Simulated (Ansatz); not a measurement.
**RPA@PBE/STO-3G run of AlCl2 (SMILES [Cl][Al][Cl])**

Aim: the electronic atomisation energy of AlCl2 at RPA@PBE/STO-3G, from 3 runs. 

Program for the calculation: Ansatz 0.2.0.

## 1. The structure to begin with

AlCl2 has 3 atoms, charge 0, and is taken as a doublet. SMILES: `[Cl][Al][Cl]`. The shape is that of a PBE0-D4/def2-TZVP optimisation.

Bond lengths: Cl1–Al2 2.102 Å, Al2–Cl3 2.102 Å. Angles: Cl1–Al2–Cl3 118.9°.

## 2. A single-point energy at RPA@PBE/STO-3G

run.yaml

```yaml
crystal:
  periodic: [false, false, false]
  atoms:
    - symbol: Cl
      position_ang: [1.374800, 0.868300, 0.838700]
    - symbol: Al
      position_ang: [-0.432100, 0.520700, -0.177200]
    - symbol: Cl
      position_ang: [-0.953600, -1.453800, -0.674700]
basis:
  gaussian:
    orbitals: STO-3G
total_charge: 0
magnetization:
  spin_polarized: true
  initial_magnetization: 1
hamiltonian:
  xc: pbe
correlation:
  method: rpa
  frozen_orbitals: {Al: 5, Cl: 5}
accuracy: high
```

The run is started by

```bash
$ ansatz run run.yaml --threads 1 --pin off --max-ram 2610MiB --events-out events.jsonl --progress --plain --runs-dir runs
```

Standard output:

```text
Warning: RAYON_NUM_THREADS=1 ignored (pool sized by the plan → 1); use --threads N
Functional definition: PBE
  name "PBE"
  parameter kappa = 0.804
  parameter beta = 0.06672455060314922
  exchange = pbe_x(kappa = kappa, mu = beta*pi^2/3)
  correlation = pbe_c(beta = beta)
479 factors; integrals over basis functions are off by at most 1.3e-8 eV
mean field evaluation 1: about -31274.6210 eV, gradient 1.7e1 eV
mean field evaluation 2: about -31274.6233 eV, gradient 1.7e1 eV
mean field evaluation 4: about -31277.6011 eV, gradient 9.0e-1 eV
mean field evaluation 8: about -31277.6030 eV, gradient 6.9e-3 eV
mean field evaluation 16: about -31277.6030 eV, gradient 1.7e-8 eV
mean field evaluation 32: about -31259.9958 eV, gradient 6.4e0 eV
mean field -31277.60299557 eV, -1149.4307093664 hartree, gradient 1.6e-8 eV, S^2 0.751752; 0 other end points of the search recorded, 0 dependent functions left out
15 core orbitals not correlated: weight in the atoms' cores, before any rotation towards them, 0.999 or more for the frozen orbitals, at most 0.000 for the correlated occupied ones
reference -31246.58424635 eV, -1148.2907913577 hartree; 9, 8 occupied and 3, 4 virtual orbitals, 479 factors
Total energy: -31248.47681931 eV, -1148.3603421314 hartree
```

Run time: 2.2 s. Hardware: 1 thread of Arm Neoverse V2, shared host; peak memory 0.14 GiB.

## 3. The Al atom

molecule.yaml

```yaml
crystal:
  periodic: [false, false, false]
  atoms:
    - {symbol: Al, position_ang: [0.000000, 0.000000, 0.000000]}
basis:
  gaussian:
    orbitals: STO-3G
total_charge: 0
magnetization:
  spin_polarized: true
  initial_magnetization: 1
hamiltonian:
  xc: {name: PBE}
correlation:
  method: rpa
  frozen_orbitals: {Al: 5}
accuracy: high
```

Run the same way, it converges to -238.91265 Eh (log not shown).

## 4. The Cl atom

in.yaml

```yaml
crystal:
  periodic: [false, false, false]
  atoms:
    - {symbol: Cl, position_ang: [0.000000, 0.000000, 0.000000]}
basis:
  gaussian:
    orbitals: STO-3G
magnetization:
  spin_polarized: true
  initial_magnetization: 1
hamiltonian:
  xc: {name: PBE}
correlation:
  method: rpa
  frozen_orbitals: {Cl: 5}
accuracy: high
```

Run the same way, it converges to -454.57165 Eh (log not shown).

## 5. What came out

Level: RPA@PBE/STO-3G, 15 core orbitals frozen.

```
                                   quantity           value
                     molecule: total energy  -1148.36034 Eh
 molecule: RPA correlation energy (valence)       -69.6 mEh
molecule: ⟨S²⟩ of the reference determinant           0.752
                      Al atom: total energy   -238.91265 Eh
  Al atom: RPA correlation energy (valence)       -57.5 mEh
 Al atom: ⟨S²⟩ of the reference determinant           0.750
                      Cl atom: total energy   -454.57165 Eh
  Cl atom: RPA correlation energy (valence)       -29.7 mEh
 Cl atom: ⟨S²⟩ of the reference determinant           0.750
              electronic atomisation energy        8.283 eV
```

In words: Taking the molecule apart into free atoms costs 8.28 eV (799 kJ/mol), before zero-point energy and without spin-orbit coupling. In a minimal basis such a difference can be off by several eV, whatever the method.
